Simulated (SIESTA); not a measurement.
The system is SnSe2.

```
Sn Se
1.0
     3.81100    0.00000    0.00000
    -1.90550    3.30042    0.00000
     0.00000    0.00000    6.13600
Sn Se
1 2
Direct
  0.00000 0.00000 0.00000
  0.66667 0.33333 0.75100
  0.33333 0.66667 0.24900
```

```yaml
Program: SIESTA 5.4.2
Task: relaxation of cell and atoms
Functional: LDA-PZ
Potentials_or_basis: PseudoDojo 0.4 standard (LDA files)
Basis: DZP (energy shift 0.002 Ry)
Grid_cutoff: 500 Ry
Energy_shift: 0.002 Ry
k_mesh: 8 × 8 × 5
Occupations: fermi-dirac, width 0.05 eV
Spin: no spin polarisation
```

At the start: pressure 4.7 GPa; volume 25.73 Å³/atom.

**Question.** How do energy, volume and symmetry change on relaxing?

**Answer.** Over 20 steps the energy falls by 48.5 meV/atom and the volume is 24.76 Å³/atom (-3.7 %); space group P-3m1 (No. 164, to 0.05 Å).

Step by step:
```csv
step,energy change (eV),largest force (eV/Å),pressure (GPa),volume (Å³)
1,0.0000,1.0692,4.66,77.18
2,-0.1031,0.2602,0.88,78.40
3,-0.0211,0.7303,-3.66,80.38
4,-0.1092,0.0170,-0.37,78.88
5,-0.1219,0.0109,-0.60,78.18
6,-0.1310,0.0414,-0.73,77.45
7,-0.1373,0.0727,-0.72,76.69
8,-0.1405,0.1027,-0.63,75.90
9,-0.1386,0.1284,-0.39,75.08
10,-0.1406,0.1089,-0.55,75.65
11,-0.1396,0.0945,-0.27,73.77
12,-0.1426,0.0357,-0.44,74.48
13,-0.1319,0.1776,2.00,72.22
14,-0.1432,0.0004,-0.04,74.07
15,-0.1437,0.0176,-0.04,74.04
16,-0.1440,0.0467,-0.02,74.01
17,-0.1440,0.0375,-0.04,74.02
18,-0.1450,0.0205,0.35,73.92
19,-0.1448,0.0079,0.18,73.96
20,-0.1454,0.0080,0.01,74.29
```

Final structure:
```
Sn Se
1.0
     3.90226    0.00000    0.00000
    -1.95113    3.37946    0.00000
     0.00000    0.00000    5.63335
Sn Se
1 2
Direct
  0.00000 0.00000 0.99997
  0.66667 0.33333 0.71670
  0.33333 0.66667 0.28333
```

Caveat: semicore shells carry a single zeta, which can move pressures by several GPa and volumes by a few percent; the basis of atomic orbitals isn't converged, which shifts pressures, moduli and gaps.
